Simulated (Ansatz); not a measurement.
NaSe, a test of scalar relativity

Program: Ansatz's Python interface.

Notebook, run cell by cell (the value of a cell's last expression is shown):

```python
import ansatz as az
from ase import Atoms
import numpy as np
```

```python
atoms = Atoms(["Na", "Se"], positions=[
    [0.0, 0.0, 0.0],
    [0.0, 0.0, 2.69],
])
mol = az.Crystal.molecule_from_ase(atoms)
```

```python
base = mol.calculation().functional("pbe0", dispersion="d3bj").spin("collinear", total=1).forces()
# a set contracted for a scalar-relativistic Hamiltonian goes with the relativistic run
sets = {"none": "cc-pVTZ", "scalar": "cc-pVTZ-DK"}
found = {kind: base.basis(gaussian=basis).pseudopotentials(relativity=kind).run().report for kind, basis in sets.items()}
for kind, each in found.items():
    dipole = 4.803205 * np.linalg.norm(each["charge_distribution"]["dipole_moment_e_ang"])
    print(f"{kind:7s} E = {each['free_energy_ev']:.4f} eV  dipole {dipole:.3f} D  largest force component {np.abs(each['forces_ev_ang']).max():.4f} eV/A")
print(f"relativity lowers the total energy by {found['none']['free_energy_ev'] - found['scalar']['free_energy_ev']:.3f} eV")
```

    none    E = -69756.8691 eV  dipole 8.565 D  largest force component 0.3171 eV/A
    scalar  E = -70532.7036 eV  dipole 8.489 D  largest force component 0.3335 eV/A
    relativity lowers the total energy by 775.835 eV

The total moves by -775.8 eV, nearly all in the cores, and the dipole from 8.57 to 8.49 D.

Notes:
- Total energies depend on the basis set; only differences at equal settings carry meaning.
- The geometry is a force-field or estimated start, not a minimum of this method. The basis set changes with the Hamiltonian (a set recontracted for scalar relativity), and most of the change in the total lies in the cores.
- The species is open-shell (spin multiplicity 2).
- The spin state was assumed, and another may lie lower.
- Hardware and time: 11 s on 1 thread of Arm Neoverse V2, on a shared host, peak memory 0.24 GiB.
